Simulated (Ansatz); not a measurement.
**Si2H4F2 (SMILES F[SiH2][SiH2]F) at HF/jorge-TZP**

What is the vertical ionisation energy of Si2H4F2 at HF/jorge-TZP? 

The results are computed with Ansatz 0.2.0.

4 further runs of the same task are left out: 4 set aside as unsound or not needed.

## Step 1: Starting point

Si2H4F2 has 8 atoms, charge 0, and is taken as a singlet. As SMILES, `F[SiH2][SiH2]F`. Geometry: relaxed at PBE0-D4/def2-TZVP. This is one conformer, not always the lowest.

Bond lengths: F1–Si2 1.605 Å, Si2–Si3 2.350 Å, Si3–F4 1.605 Å, Si2–H5 1.485 Å, Si2–H6 1.487 Å, Si3–H7 1.487 Å, Si3–H8 1.485 Å. Some angles: F1–Si2–Si3 110.4°, Si2–Si3–F4 110.4°, F1–Si2–H5 108.0°, F1–Si2–H6 108.1°, Si3–Si2–H5 111.7°, Si3–Si2–H6 109.2°, Si2–Si3–H7 109.2°, Si2–Si3–H8 111.7°, F4–Si3–H7 108.1°, F4–Si3–H8 108.0°.

## Step 2: Energy and forces at HF/jorge-TZP

Contents of job.yaml:

```yaml
crystal:
  periodic: [false, false, false]
  atoms:
    - {symbol: F, position_ang: [-1.934800, 1.205800, -0.274500]}
    - {symbol: Si, position_ang: [-0.357800, 1.128100, 0.012400]}
    - {symbol: Si, position_ang: [0.358600, -1.109600, 0.044100]}
    - {symbol: F, position_ang: [0.281000, -1.742000, -1.428800]}
    - {symbol: H, position_ang: [0.340100, 1.914200, -1.037000]}
    - {symbol: H, position_ang: [-0.099800, 1.743700, 1.341600]}
    - {symbol: H, position_ang: [1.774800, -1.164000, 0.495400]}
    - {symbol: H, position_ang: [-0.477100, -1.941900, 0.946800]}
basis:
  gaussian: {orbitals: jorge-TZP.json}
hamiltonian: {xc: hf}
output: {forces: true, orbitals: {seedname: orbitals}}
```

The basis set jorge-TZP is read from a file made from the Basis Set Exchange's data (not shown).

Command:

```
ansatz run job.yaml --threads 1 --pin off --max-ram 2610MiB --events-out events.jsonl --progress --plain --runs-dir runs
```

What it wrote:

```text
Warning: RAYON_NUM_THREADS=1 ignored (pool sized by the plan → 1); use --threads N
Functional definition: HF
  name "HF"
  exchange = exact_x
  correlation = 0
1232 factors; their error is unknown
mean field evaluation 1: about -21202.5513 eV, gradient 3.7e1 eV
mean field evaluation 2: about -21204.5993 eV, gradient 2.5e1 eV
mean field evaluation 4: about -21205.4486 eV, gradient 4.7e-1 eV
mean field evaluation 8: about -21205.7641 eV, gradient 1.7e-5 eV
mean field -21205.76409532 eV, -779.2974567198 hartree, gradient 7.2e-6 eV, S^2 0.000000; 0 other end points of the search recorded, 0 dependent functions left out
the calculation of the forces begins
reference -21205.76409532 eV, -779.2974567198 hartree; 25, 25 occupied and 173, 173 virtual orbitals, 1232 factors
Total energy: -21205.76409532 eV, -779.2974567198 hartree
Atom 0 at    -1.934800     1.205800    -0.274500 Å, force     0.533931    -0.014030     0.104724 eV/Å
Atom 1 at    -0.357800     1.128100     0.012400 Å, force    -0.419764     0.391687    -0.081811 eV/Å
Atom 2 at     0.358600    -1.109600     0.044100 Å, force     0.086057    -0.503611    -0.276324 eV/Å
Atom 3 at     0.281000    -1.742000    -1.428800 Å, force     0.036958     0.205985     0.503517 eV/Å
Atom 4 at     0.340100     1.914200    -1.037000 Å, force    -0.112329    -0.086507     0.131681 eV/Å
Atom 5 at    -0.099800     1.743700     1.341600 Å, force    -0.064409    -0.060427    -0.168537 eV/Å
Atom 6 at     1.774800    -1.164000     0.495400 Å, force    -0.170613    -0.018315    -0.081405 eV/Å
Atom 7 at    -0.477100    -1.941900     0.946800 Å, force     0.110170     0.085217    -0.131844 eV/Å
Dipole moment:     0.289972     0.097251     0.308509 e Å
```

It took 7.2 s on 1 thread of Intel Xeon Platinum 8259CL at 2.50GHz (Skylake/Cascade Lake), shared host; peak memory 0.45 GiB.

## Step 3: The doublet cation at the same level

Edit job.yaml of step 2 so:

```diff
@@ -13,2 +13,4 @@
   gaussian: {orbitals: jorge-TZP.json}
+total_charge: 1
+magnetization: {spin_polarized: false, initial_magnetization: 1}
 hamiltonian: {xc: hf}
```

The basis set jorge-TZP is read from a file made from the Basis Set Exchange's data (not shown).

Command:

```
ansatz run job.yaml --threads 1 --pin off --max-ram 2610MiB --events-out events.jsonl --progress --plain --runs-dir runs
```

What it wrote, shortened:

```text
Warning: RAYON_NUM_THREADS=1 ignored (pool sized by the plan → 1); use --threads N
Functional definition: HF
  name "HF"
[...]
1232 factors; their error is unknown
[...]
mean field -21195.36729853 eV, -778.9153814849 hartree, gradient 1.1e-5 eV, S^2 0.750000; 0 other end points of the search recorded, 0 dependent functions left out
[...]
reference -21195.36729853 eV, -778.9153814849 hartree; 25, 24 occupied and 173, 174 virtual orbitals, 1232 factors
Total energy: -21195.36729853 eV, -778.9153814849 hartree
Atom 0 at    -1.934800     1.205800    -0.274500 Å, force     2.200642    -0.918332     0.357980 eV/Å
Atom 1 at    -0.357800     1.128100     0.012400 Å, force    -3.375290     5.644686    -0.333767 eV/Å
Atom 2 at     0.358600    -1.109600     0.044100 Å, force     1.737744    -6.193664    -1.411130 eV/Å
Atom 3 at     0.281000    -1.742000    -1.428800 Å, force    -0.174071     1.598195     1.798447 eV/Å
Atom 4 at     0.340100     1.914200    -1.037000 Å, force     0.210174    -1.035949    -0.159415 eV/Å
Atom 5 at    -0.099800     1.743700     1.341600 Å, force     0.152221    -1.080576     0.076321 eV/Å
Atom 6 at     1.774800    -1.164000     0.495400 Å, force    -0.266822     1.042203    -0.198194 eV/Å
Atom 7 at    -0.477100    -1.941900     0.946800 Å, force    -0.484599     0.943435    -0.130241 eV/Å
Dipole moment:     0.614003     0.205900     0.653102 e Å
```

Wall time 9 s (1 thread of Intel Xeon Platinum 8259CL at 2.50GHz (Skylake/Cascade Lake), shared host); peak memory 0.49 GiB.

## Step 4: Outcome

At HF/jorge-TZP:

| quantity | value |
| --- | --- |
| singlet Si2H4F2: total energy | -779.29746 Eh |
| singlet Si2H4F2: dipole moment | 2.09 D |
| singlet Si2H4F2: HOMO energy | -11.42 eV |
| singlet Si2H4F2: LUMO energy | 2.18 eV |
| singlet Si2H4F2: HOMO–LUMO gap | 13.60 eV |
| singlet Si2H4F2: largest force on an atom | 0.581 eV/Å |
| doublet cation: total energy | -778.91538 Eh |
| doublet cation: ⟨S²⟩ | 0.750 |
| doublet cation: largest force on an atom | 6.586 eV/Å |
| vertical ionisation energy (to the doublet cation) | 10.397 eV |

What this shows: The vertical ionisation energy comes to 10.40 eV (240 kcal/mol). The largest force (singlet Si2H4F2) is 0.58 eV/Å: the shape isn't a stationary point for this species at this level. −ε(HOMO) before ionisation, 11.42 eV, is 1.02 eV above this ionisation energy. Mulliken charges (doublet cation) run from -0.35 on F4 to +0.69 on Si2.
